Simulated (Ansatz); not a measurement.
# C2H6BN: a ladder of functionals and wavefunction methods

Aim: compute C2H6BN with functionals from several rungs and with coupled cluster, and see how far each lands from CCSD(T) at the basis-set limit for the atomisation energy.

The runs use Ansatz 0.2.0, Gaussian basis; functionals in def2-TZVPP, the program's frozen cores in correlated methods.

The runs, in order: LDA (SPW92), PBE-D4, revPBE-D4, BLYP-D4, r2SCAN-D4, B97M-V, PBE0-D4, B3LYP-D4, r2SCANh-D4, r2SCAN0-D4, HSE06-D4, BHLYP-D4, CAM-B3LYP-D4, LC-ωPBE, ωB97X-V, ωB97M-V, B2PLYP, PBE-QIDH; CCSD(T)/def2-SVP; CCSD(T)/def2-TZVPP; MP2/def2-QZVPP; extrapolation to the limit; RPA on PBE.

### 1 Structure used throughout

The geometry comes from an earlier relaxation with PBE0-D4 in a triple-zeta def2 set; it is a stationary point, not always the lowest conformer.

SMILES `BCN=C`, 10 atoms, charge 0, spin multiplicity 1.

Atoms are counted from 1 here; the program's logs count them from 0.

Bond lengths: B1–C2 1.553 Å, B1–H5 1.197 Å, B1–H6 1.194 Å, C2–N3 1.437 Å, C2–H7 1.105 Å, C2–H8 1.107 Å, N3–C4 1.258 Å, C4–H9 1.089 Å, C4–H10 1.100 Å. Angles: C2–B1–H5 117.9°, C2–B1–H6 121.9°, H5–B1–H6 120.1°, B1–C2–N3 116.1°, B1–C2–H7 111.3°, B1–C2–H8 101.3°, N3–C2–H7 113.7°, N3–C2–H8 108.4°, H7–C2–H8 104.6°, C2–N3–C4 118.2°, N3–C4–H9 119.4°, N3–C4–H10 123.3°, H9–C4–H10 117.3°.

### 2 LDA

This LDA is Slater exchange with PW92 correlation.

The input, in.yaml:

```yaml
crystal:
  periodic: [false, false, false]
  atoms:
    - {symbol: B, position_ang: [-1.493611, 0.697037, -0.363482]}
    - {symbol: C, position_ang: [0.047632, 0.570852, -0.216390]}
    - {symbol: N, position_ang: [0.513667, -0.213456, 0.894224]}
    - {symbol: C, position_ang: [1.225195, -1.222039, 0.653596]}
    - {symbol: H, position_ang: [-1.920991, 1.252112, -1.334176]}
    - {symbol: H, position_ang: [-2.242939, 0.297156, 0.475511]}
    - {symbol: H, position_ang: [0.521381, 0.303779, -1.178384]}
    - {symbol: H, position_ang: [0.336535, 1.626013, -0.045903]}
    - {symbol: H, position_ang: [1.571358, -1.841839, 1.479686]}
    - {symbol: H, position_ang: [1.524772, -1.520715, -0.361683]}
basis:
  gaussian: {orbitals: def2-TZVPP}
hamiltonian: {xc: lda}
output: {orbitals: {seedname: orbitals}}
```

Command:

```bash
$ ansatz run in.yaml --threads 2 --pin off --events-out ev --progress --plain --max-ram 4352MiB
```

After this run come: PBE-D4 (GGA); revPBE-D4 (GGA); BLYP-D4 (GGA); r2SCAN-D4 (meta-GGA); B97M-V (meta-GGA); PBE0-D4 (hybrid); B3LYP-D4 (hybrid); r2SCANh-D4 (hybrid); r2SCAN0-D4 (hybrid); HSE06-D4 (hybrid); BHLYP-D4 (hybrid); CAM-B3LYP-D4 (range-separated); LC-ωPBE (range-separated); ωB97X-V (range-separated); ωB97M-V (range-separated); B2PLYP (double hybrid); PBE-QIDH (double hybrid); CCSD(T) in def2-SVP; CCSD(T) in def2-TZVPP; MP2 in def2-QZVPP; RPA on PBE orbitals.

Before running them: what should the planned runs give, taken together? Wanted: atomisation energy, CCSD(T)/CBS; farthest beyond LDA; mean size of error, GGA; mean size of error, meta-GGA; mean size of error, hybrid; mean size of error, range-separated; mean size of error, double hybrid; gap, smallest and largest; T1 diagnostic.

As calculated:

| quantity | value |
| --- | --- |
| atomisation energy, CCSD(T)/CBS | 897.2 kcal/mol |
| functionals within 4.5 kcal/mol (0.5 %) | r2SCANh-D4, LC-ωPBE, B2PLYP, PBE-QIDH |
| farthest beyond LDA | PBE-D4 (+27.3 kcal/mol) |
| mean size of error, GGA | 14.5 kcal/mol |
| mean size of error, meta-GGA | 6.0 kcal/mol |
| mean size of error, hybrid | 9.2 kcal/mol |
| mean size of error, range-separated | 7.4 kcal/mol |
| mean size of error, double hybrid | 1.2 kcal/mol |
| gap, smallest and largest | 3.23 eV (LDA (SPW92)), 11.08 eV (LC-ωPBE) |
| T1 diagnostic | 0.0116 |
| triples share of the correlation energy | 4.0 % |

The LDA atomisation energy is off by 132.1 kcal/mol (15 %): it overbinds. PBE-D4 is off by +27.3 kcal/mol. Double hybrids carry the basis error of their MP2 part in triple zeta, and no dispersion term here, so their miss is partly the set-up's. By mean error the best rung here is double hybrid (1.2 kcal/mol) and the worst beyond LDA is GGA (14.5 kcal/mol). The reference freezes the cores and leaves out relativity and excitations past (T), so misses under about 4.5 kcal/mol can't be ranked. Hartree-Fock recovers 73 % of the binding; the rest is correlation. CCSD(T) in def2-SVP is off by -39.3 kcal/mol, so the small basis spoils what the method gains. Orbital gaps span 3.2 to 11.1 eV; exact exchange widens them.
